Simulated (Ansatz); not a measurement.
# GaN₃H₆: one species, many methods

How much do the methods differ for GaN₃H₆? The plan is to run it at one geometry with functionals of several rungs and with coupled cluster, and see how far each lands from CCSD(T) at the basis-set limit for the atomisation energy.

Method: functionals in def2-TZVPP, the program's frozen cores in correlated methods; program: Ansatz 0.2.0, Gaussian basis.

The runs, in order: LDA (SPW92), PBE-D4, revPBE-D4, BLYP-D4, r2SCAN-D4, B97M-V, PBE0-D4, B3LYP-D4, r2SCANh-D4, r2SCAN0-D4, HSE06-D4, BHLYP-D4, CAM-B3LYP-D4, LC-ωPBE, ωB97X-V, ωB97M-V, B2PLYP, PBE-QIDH; CCSD(T)/def2-SVP; CCSD(T)/def2-TZVPP; MP2/def2-QZVPP; extrapolation to the limit; RPA on PBE.

### Step 1. Structure used throughout

The geometry comes from an earlier relaxation with PBE0-D4 in a triple-zeta def2 set; it is a stationary point, not always the lowest conformer.

SMILES `[NH2][Ga]([NH2])[NH2]`, 10 atoms, charge 0, spin multiplicity 1.

Atoms are counted from 1 here; the program's logs count them from 0.

Bond lengths: N1–Ga2 1.824 Å, N1–H5 1.006 Å, N1–H6 1.006 Å, Ga2–N3 1.826 Å, Ga2–N4 1.824 Å, N3–H7 1.007 Å, N3–H8 1.007 Å, N4–H9 1.006 Å, N4–H10 1.006 Å. Angles: Ga2–N1–H5 120.3°, Ga2–N1–H6 120.5°, H5–N1–H6 110.4°, N1–Ga2–N3 120.0°, N1–Ga2–N4 120.0°, N3–Ga2–N4 120.0°, Ga2–N3–H7 119.6°, Ga2–N3–H8 119.6°, H7–N3–H8 110.0°, Ga2–N4–H9 120.5°, Ga2–N4–H10 120.3°, H9–N4–H10 110.4°.

### Step 2. LDA

This LDA is Slater exchange with PW92 correlation.

Contents of in.yaml:

```yaml
crystal:
  periodic: [false, false, false]
  atoms:
    - {symbol: N, position_ang: [-1.280005, 1.249328, -0.360092]}
    - {symbol: Ga, position_ang: [-0.004080, 0.000757, 0.016490]}
    - {symbol: N, position_ang: [-0.445967, -1.770779, 0.061270]}
    - {symbol: N, position_ang: [1.692263, 0.528343, 0.432153]}
    - {symbol: H, position_ang: [-2.145266, 0.976124, -0.795634]}
    - {symbol: H, position_ang: [-1.016761, 2.175238, -0.653881]}
    - {symbol: H, position_ang: [-1.412223, -2.040556, 0.149562]}
    - {symbol: H, position_ang: [0.139432, -2.417306, 0.564782]}
    - {symbol: H, position_ang: [2.026001, 1.436824, 0.156100]}
    - {symbol: H, position_ang: [2.446605, -0.137972, 0.429239]}
basis:
  gaussian: {orbitals: def2-TZVPP}
hamiltonian: {xc: lda}
output: {orbitals: {seedname: orbitals}}
```

Further steps of the session: PBE-D4 (GGA); revPBE-D4 (GGA); BLYP-D4 (GGA); r2SCAN-D4 (meta-GGA); B97M-V (meta-GGA); PBE0-D4 (hybrid); B3LYP-D4 (hybrid); r2SCANh-D4 (hybrid); r2SCAN0-D4 (hybrid); HSE06-D4 (hybrid); BHLYP-D4 (hybrid); CAM-B3LYP-D4 (range-separated); LC-ωPBE (range-separated); ωB97X-V (range-separated); ωB97M-V (range-separated); B2PLYP (double hybrid); PBE-QIDH (double hybrid); CCSD(T) in def2-SVP; CCSD(T) in def2-TZVPP; MP2 in def2-QZVPP; RPA on PBE orbitals.

**Question.** What will the summary of the whole plan be? Wanted: atomisation energy, CCSD(T)/CBS; farthest beyond LDA; mean size of error, GGA; mean size of error, meta-GGA; mean size of error, hybrid; mean size of error, range-separated; mean size of error, double hybrid; gap, smallest and largest; T1 diagnostic.

**Answer**, as computed:

```
                               quantity                                                       value
        atomisation energy, CCSD(T)/CBS                                                   33.950 eV
    functionals within 0.340 eV (1.0 %)  BLYP-D4, B3LYP-D4, CAM-B3LYP-D4, LC-ωPBE, ωB97X-V, ωB97M-V
                    farthest beyond LDA                                        BHLYP-D4 (-1.441 eV)
                mean size of error, GGA                                                    0.360 eV
           mean size of error, meta-GGA                                                    0.510 eV
             mean size of error, hybrid                                                    0.754 eV
    mean size of error, range-separated                                                    0.119 eV
      mean size of error, double hybrid                                                    0.655 eV
              gap, smallest and largest                       4.50 eV (BLYP-D4), 11.99 eV (LC-ωPBE)
                          T1 diagnostic                                                      0.0120
triples share of the correlation energy                                                       3.8 %
```

In words: The LDA atomisation energy is off by 4.993 eV (15 %): it overbinds. PBE-D4 misses by +0.381 eV. Double hybrids carry the basis error of their MP2 part in triple zeta, and no dispersion term here, so their miss is partly the set-up's. By mean error the best rung here is range-separated (0.119 eV) and the worst beyond LDA is hybrid (0.754 eV). The mean of the hybrids holds BHLYP, with half exact exchange. The reference freezes the cores and leaves out relativity and excitations past (T), and its outer-core shells are covered unevenly, so misses under about 0.340 eV can't be ranked. Hartree-Fock recovers 64 % of the binding; the rest is correlation. CCSD(T) in def2-SVP is off by -3.127 eV, worse than the median functional, from the basis alone. Orbital gaps span 4.5 to 12.0 eV; exact exchange widens them. Correlated methods include outer-core shells of Ga, which these sets cover unevenly.
